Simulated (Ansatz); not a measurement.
The system is BPd4.

```
CELL_PARAMETERS angstrom
2.89203 0.00000 0.00000
0.00000 4.36501 0.00000
0.00000 0.00000 5.85632
ATOMIC_POSITIONS crystal
Pd 0.50000 0.00000 0.19758
Pd 0.00000 0.00000 0.61947
Pd 0.00000 0.50000 0.32916
Pd 0.50000 0.50000 0.86756
B 0.50000 0.00000 0.86323
```

The cell comes from a database or a generator and needn't be the stable form of this composition.

Base run:

* Program: Ansatz 0.2.0
* Functional: LDA
* Potentials or basis: Ansatz PAW
* Cutoff: 420 eV (not typed: the program's choice for these potentials)
* k mesh: 9 × 6 × 5
* Occupations: fermi-dirac, width 0.05 eV
* Spin: no spin polarisation

Its results: band gap on the k mesh none (metal or under the smearing width); pressure -13.3 GPa; largest force 0.228 eV/Å.

Problem. The run is repeated on the same cell with these changes: functional from LDA to PBE. What comes out?

Solution. Band gap on the k mesh none (metal or under the smearing width); pressure -1.2 GPa; largest force 0.271 eV/Å.

PBE binds less tightly than LDA, so the same cell stands under more pressure.

Caveats: the density of states is complete only up to the lowest level of the last band computed; the PAW data sets come from PBE, with cores solved anew for the run's functional, which leaves a small shift of forces and pressure (some runs).
